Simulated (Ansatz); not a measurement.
Runs of Ansatz 0.2.0 on NaLa. Symmetry: P-6m2, No. 187, hexagonal system. Conventional cell: a = 3.606 Å, b = 3.606 Å, c = 6.484 Å, α = 90.00°, β = 90.00°, γ = 120.00°. La (site symmetry -6m2) has 6 La at 3.61 Å and 6 Na at 3.85 Å as nearest neighbours. Na (site symmetry -6m2) has 6 Na at 3.61 Å and 6 La at 3.85 Å as nearest neighbours. The cell comes from a database or a generator and needn't be the stable form of this composition.

```tsv
level	cutoff (eV)	gap on the mesh (eV)	pressure (GPa)
PBEsol	420	none	-0.9
r2SCAN	500	none	(b)
RPBE	420	none	(a)
LDA	420	none	-1.9
revPBE	420	none	0.9
BLYP	420	none	1.0
```

Alike in all rows: task band structure; potentials or basis Ansatz PAW; no spin polarisation; cell as given; k mesh 5 × 5 × 3; smearing fermi-dirac 0.05 eV; the mesh is coarse, so values aren't converged.

**Question.** Fill in the values left out.

**Answer.** (a) 1.1; (b) 0.2.

Caveats: all runs use coarse meshes; spin-orbit coupling is left out, which moves the levels of the heavy elements; the PAW data sets come from PBE, with cores solved anew for the run's functional, which leaves a small shift of forces and pressure; the magnetic or orbital state may not be the lowest (some runs).

A k mesh can miss the band edges, and the runs leave out spin-orbit coupling on La.

A gap of «none» marks a metal or a gap under the smearing width.

Runs at the PBE level aren't shown here.
